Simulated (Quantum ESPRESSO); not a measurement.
TaF3:

```
Ta F
1.0
     3.90120    0.00000    0.00000
     0.00000    3.90120    0.00000
     0.00000    0.00000    3.90120
Ta F
1 3
Direct
  0.00000 0.00000 0.00000
  0.50000 0.00000 0.00000
  0.00000 0.50000 0.00000
  0.00000 0.00000 0.50000
```

| Item | Value |
| --- | --- |
| Program | Quantum ESPRESSO 7.5 |
| Task | phonons |
| Functional | PBE |
| Dispersion | D3(BJ) |
| Potentials or basis | JTH 2.0 PBE |
| Cutoff | 707 eV |
| Density cutoff | 4245 eV |
| k mesh | 7 × 7 × 7 |
| Occupations | cold, width 0.2 eV |
| Spin | no spin polarisation |
| Mixing beta | 0.5 |
| Most SCF iterations | 120 |
| SCF threshold | 8e-10 Ry |

The cell and the atoms were relaxed first, to 17.27 Å³/atom (a = 4.103 Å, b = 4.103 Å, c = 4.103 Å, α = 90.00°, β = 90.00°, γ = 90.00°), and the response was taken there.

Q: What is the highest optical frequency at the zone centre?

A: 536 cm⁻¹, a mode of symmetry T1u (IR).

Optical modes at Γ, degenerate ones joined:
```
cm⁻¹  components  symmetry  active in
 229           3       T2u     silent
 258           3       T1u         IR
 536           3       T1u         IR
```

Caveat: the mesh is thin for the phonons of a metal; the volume moved by over 15 % at a fixed basis, so the end points are rough; pairwise dispersion overbinds metals, which lowers pressure and volume.
